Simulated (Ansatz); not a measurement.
# GeH3Se radical: one species, many methods

How much do the methods differ for GeH3Se radical? The plan is to run it at one geometry with functionals of several rungs and with coupled cluster, and see how far each lands from CCSD(T) at the basis-set limit for the atomisation energy.

Computed with Ansatz 0.2.0, Gaussian basis. Level: functionals in def2-TZVPP, the program's frozen cores in correlated methods.

The runs, in order: LDA (SPW92), PBE-D4, revPBE-D4, BLYP-D4, r2SCAN-D4, B97M-V, PBE0-D4, B3LYP-D4, r2SCANh-D4, r2SCAN0-D4, HSE06-D4, BHLYP-D4, CAM-B3LYP-D4, LC-ωPBE, ωB97X-V, ωB97M-V, B2PLYP, PBE-QIDH; CCSD(T)/def2-SVP; CCSD(T)/def2-TZVPP; CCSD(T)/def2-QZVPP; extrapolation to the limit; RPA on PBE.

### Step 1. The geometry

An earlier PBE0-D4 in a triple-zeta def2 set relaxation fixed the geometry.

SMILES `[GeH2][SeH]`, 5 atoms, charge 0, spin multiplicity 2.

Atoms are counted from 1 here; the program's logs count them from 0.

Bond lengths: Ge1–Se2 2.351 Å, Ge1–H3 1.550 Å, Ge1–H4 1.547 Å, Se2–H5 1.469 Å. Angles: Se2–Ge1–H3 109.3°, Se2–Ge1–H4 104.7°, H3–Ge1–H4 110.3°, Ge1–Se2–H5 92.9°.

### Step 2. LDA

This LDA is Slater exchange with PW92 correlation.

The input, in.yaml:

```yaml
crystal:
  periodic: [false, false, false]
  atoms:
    - {symbol: Ge, position_ang: [-0.689492, -0.410779, 0.276227]}
    - {symbol: Se, position_ang: [0.635197, 1.451955, -0.274943]}
    - {symbol: H, position_ang: [0.167148, -1.698097, 0.171894]}
    - {symbol: H, position_ang: [-1.809085, -0.424334, -0.790830]}
    - {symbol: H, position_ang: [1.746332, 1.007556, 0.576252]}
basis:
  gaussian: {orbitals: def2-TZVPP}
magnetization: {spin_polarized: true, initial_magnetization: 1}
hamiltonian: {xc: lda}
output: {orbitals: {seedname: orbitals}}
```

The run is started by

```bash
$ ansatz run in.yaml --threads 2 --pin off --events-out ev --progress --plain --max-ram 32768MiB --backend cpu
```

Further steps of the session: PBE-D4 (GGA); revPBE-D4 (GGA); BLYP-D4 (GGA); r2SCAN-D4 (meta-GGA); B97M-V (meta-GGA); PBE0-D4 (hybrid); B3LYP-D4 (hybrid); r2SCANh-D4 (hybrid); r2SCAN0-D4 (hybrid); HSE06-D4 (hybrid); BHLYP-D4 (hybrid); CAM-B3LYP-D4 (range-separated); LC-ωPBE (range-separated); ωB97X-V (range-separated); ωB97M-V (range-separated); B2PLYP (double hybrid); PBE-QIDH (double hybrid); CCSD(T) in def2-SVP; CCSD(T) in def2-TZVPP; CCSD(T) in def2-QZVPP; RPA on PBE orbitals.

Q: Predict the results of all the runs planned. Wanted: atomisation energy, CCSD(T)/CBS; farthest beyond LDA; mean size of error, GGA; mean size of error, meta-GGA; mean size of error, hybrid; mean size of error, range-separated; mean size of error, double hybrid; gap, smallest and largest; T1 diagnostic.

The runs gave:

```
                               quantity                                                            value
        atomisation energy, CCSD(T)/CBS                                                   275.8 kcal/mol
functionals within 2.8 kcal/mol (1.0 %)  PBE-D4, B3LYP-D4, r2SCANh-D4, r2SCAN0-D4, CAM-B3LYP-D4, ωB97X-V
                    farthest beyond LDA                                          LC-ωPBE (-9.4 kcal/mol)
                mean size of error, GGA                                                     3.0 kcal/mol
           mean size of error, meta-GGA                                                     3.3 kcal/mol
             mean size of error, hybrid                                                     3.1 kcal/mol
    mean size of error, range-separated                                                     4.4 kcal/mol
      mean size of error, double hybrid                                                     5.6 kcal/mol
              gap, smallest and largest                         0.78 eV (LDA (SPW92)), 7.82 eV (LC-ωPBE)
                          T1 diagnostic                                                           0.0131
triples share of the correlation energy                                                            3.5 %
```

In words: The LDA atomisation energy is off by 41.9 kcal/mol (15 %): it overbinds. PBE-D4 misses by 0.0 kcal/mol. Double hybrids carry the basis error of their MP2 part in triple zeta, and no dispersion term here, so their miss is partly the set-up's. Taken by rung, GGA functionals do best (3.0 kcal/mol on average) and double hybrid ones worst beyond LDA (5.6 kcal/mol). The gap between the best rungs is small, so their order is not settled. Misses under about 2.8 kcal/mol are within the doubt on the reference itself, which lacks core-valence correlation, relativity and higher excitations, and its outer-core shells are covered unevenly. All levels share the lack of spin-orbit coupling, which lowers the free heavy atoms and so the true binding. Hartree-Fock recovers 69 % of the binding; the rest is correlation. CCSD(T) in def2-SVP is off by -23.2 kcal/mol, worse than the median functional, from the basis alone. Orbital gaps span 0.8 to 7.8 eV; exact exchange widens them. Correlated methods include outer-core shells of Ge, Se, which these sets cover unevenly.
